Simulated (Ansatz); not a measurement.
# Cd2TeO: the cost of one run

Program: Ansatz 0.2.0. Level of theory: DFT PBE, scalar-relativistic, plane waves, PAW. These are calculated values, not measurements.

### 1 The structure to begin with

The structure is orthorhombic, space group Cmmm (No. 65). The conventional cell has a = 6.068 Å, b = 6.367 Å, c = 4.849 Å, α = 90.00°, β = 90.00°, γ = 90.00°. Cd (site symmetry mmm) has 2 Cd at 2.42 Å and 2 Te at 3.03 Å as nearest neighbours. Cd (site symmetry mmm) is surrounded by 2 Cd at 2.42 Å. Around Te (site symmetry mmm) lie 2 O at 2.42 Å and 2 Cd at 3.03 Å. Around O (site symmetry mmm) lie 2 Te at 2.42 Å.

Structure file:

```cif
data_structure
_symmetry_space_group_name_H-M 'Cmmm'
_symmetry_Int_Tables_number 65
_cell_length_a 6.0681
_cell_length_b 6.3671
_cell_length_c 4.8492
_cell_angle_alpha 90.000
_cell_angle_beta 90.000
_cell_angle_gamma 90.000
_cell_volume 187.35
loop_
_atom_site_label
_atom_site_type_symbol
_atom_site_symmetry_multiplicity
_atom_site_Wyckoff_symbol
_atom_site_fract_x
_atom_site_fract_y
_atom_site_fract_z
_atom_site_occupancy
Cd1 Cd 2 c 0.50000 0.00000 0.50000 1
Cd2 Cd 2 b 0.50000 0.00000 0.00000 1
Te1 Te 2 d 0.00000 0.00000 0.50000 1
O1 O 2 a 0.00000 0.00000 0.00000 1
```

A structure generator made this guess: random cell by space group and Wyckoff sites (Cmmm, No. 65). Lengths come from tabulated atomic sizes and are only a guess.

### 2 A first look at the guess

File input.yaml:

```yaml
crystal:
  lattice:
    - [3.03402503, -3.18354096, 0.0]
    - [3.03402503, 3.18354096, 0.0]
    - [0.0, 0.0, 4.84918]
  atoms:
    - { symbol: Cd, position: [0.5, 0.5, 0.5] }
    - { symbol: Cd, position: [0.5, 0.5, 0.0] }
    - { symbol: Te, position: [0.0, 0.0, 0.5] }
    - { symbol: O, position: [0.0, 0.0, 0.0] }
basis:
  ecutwfc: 420
kpoints:
  mp_grid: { grid: [4, 4, 4] }
hamiltonian:
  xc: pbe
scf:
  occupations: { method: gaussian, width: 0.1 }
  lower_state_search: "off"
output:
  forces: true
  stress: true
  eigenvalues: true
```

On the command line:

```bash
$ ansatz run input.yaml --threads 1 --pin off --max-ram 2560MiB --backend cpu --events-out ev --progress --plain --runs-dir out
```

Q: Estimate wall time and peak memory on 1 thread of AMD EPYC (Zen 3), shared host.

About 5.1 s, with a peak of 0.4 GiB.
